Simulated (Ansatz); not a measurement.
# GeNH5 (triplet): wave-function methods side by side at distance Ge1–H5 along a hydrogen transfer = 1.936 Å, cc-pVDZ

Aim: climb from Hartree-Fock through coupled cluster and multireference methods for GeNH5 (triplet) at one geometry and basis, and see what each rung misses.

Program: Ansatz 0.2.0, Gaussian basis. Level of theory: cc-pVDZ, core rule «outside noble gas», up to 15 orbitals frozen. These are calculated values, not measurements.

Plan: UHF; CCSD(T) on ROHF; CCSD(T) on UHF; BCCD(T) on ROHF; CISD; CCSDT(Q) on ROHF; CCSDT(Q) on UHF; CASSCF and MRCISD+Q, 4 electrons in 4 orbitals; CASSCF and NEVPT2, 4 electrons in 4 orbitals.

### Step 1. The geometry

The geometry derives from fragments relaxed apart (PBE0/def2-TZVP) and kept rigid, so it is no stationary point. A hydrogen atom is moved between rigid fragments. No spin-orbit coupling is included. The filled d shell of Ge may be among the frozen orbitals whatever the setting's name suggests; the logs give the count.

7 atoms, charge 0, spin multiplicity 3.

Atoms are counted from 1 here; the program's logs count them from 0.

Bond lengths: Ge1–H2 1.534 Å, Ge1–H3 1.534 Å, Ge1–H4 1.534 Å, Ge1–H5 1.936 Å, H5–N6 1.040 Å, N6–H7 1.040 Å. Angles: H2–Ge1–H3 109.5°, H2–Ge1–H4 109.5°, H2–Ge1–H5 109.5°, H3–Ge1–H4 109.5°, H3–Ge1–H5 109.5°, H4–Ge1–H5 109.5°, Ge1–H5–N6 180.0°, H5–N6–H7 105.0°.

### Step 2. UHF

Input file in.yaml:

```yaml
crystal:
  periodic: [false, false, false]
  atoms:
    - {symbol: Ge, position_ang: [-0.494726, 0.011040, 0.000000]}
    - {symbol: H, position_ang: [-1.006176, 1.457639, 0.000001]}
    - {symbol: H, position_ang: [-1.006175, -0.712260, 1.252791]}
    - {symbol: H, position_ang: [-1.006176, -0.712259, -1.252792]}
    - {symbol: H, position_ang: [1.441274, 0.011040, 0.000000]}
    - {symbol: N, position_ang: [2.481274, 0.011040, 0.000000]}
    - {symbol: H, position_ang: [2.750356, -0.993187, -0.000001]}
basis:
  gaussian: {orbitals: cc-pVDZ}
magnetization: {spin_polarized: true, initial_magnetization: 2}
hamiltonian: {xc: hf}
output: {orbitals: {seedname: orbitals}}
```

Command:

```console
ansatz run in.yaml --threads 1 --pin off --events-out ev --progress --plain --max-ram 2816MiB --backend cpu
```

After this run come: CCSD(T) on ROHF; CCSD(T) on UHF; BCCD(T) on ROHF; CISD; CCSDT(Q) on ROHF; CCSDT(Q) on UHF; CASSCF and MRCISD+Q, 4 electrons in 4 orbitals; CASSCF and NEVPT2, 4 electrons in 4 orbitals.

Before running them: what should the planned runs give, taken together? Wanted: UCCSDT(Q) below the RHF energy; RMP2 from UCCSDT(Q); UMP2 from UCCSDT(Q); RCCSD from UCCSDT(Q); RCCSD(T) from UCCSDT(Q); UCCSD(T) from UCCSDT(Q); RCCSDT(Q) from UCCSDT(Q); T1 diagnostic.

The runs gave:

| quantity | value |
| --- | --- |
| UCCSDT(Q) below the RHF energy | -8.2344 eV |
| RMP2 from UCCSDT(Q) | +32.32 kcal/mol |
| UMP2 from UCCSDT(Q) | +32.51 kcal/mol |
| RCCSD from UCCSDT(Q) | +4.61 kcal/mol |
| RCCSD(T) from UCCSDT(Q) | +0.93 kcal/mol |
| UCCSD(T) from UCCSDT(Q) | +0.85 kcal/mol |
| RCCSDT(Q) from UCCSDT(Q) | +0.10 kcal/mol |
| levels within 1 kcal/mol (43 meV) | RCCSD(T), UCCSD(T), BCCD(T), RCCSDT, UCCSDT, RCCSDT(Q) |
| T1 diagnostic | 0.019 |

RCCSD(T) lands +0.93 kcal/mol from the yardstick (0.5 % of the correlation energy). These misses are within one basis, not against nature; the frozen cores of restricted and unrestricted runs differ, which can shift their rows.
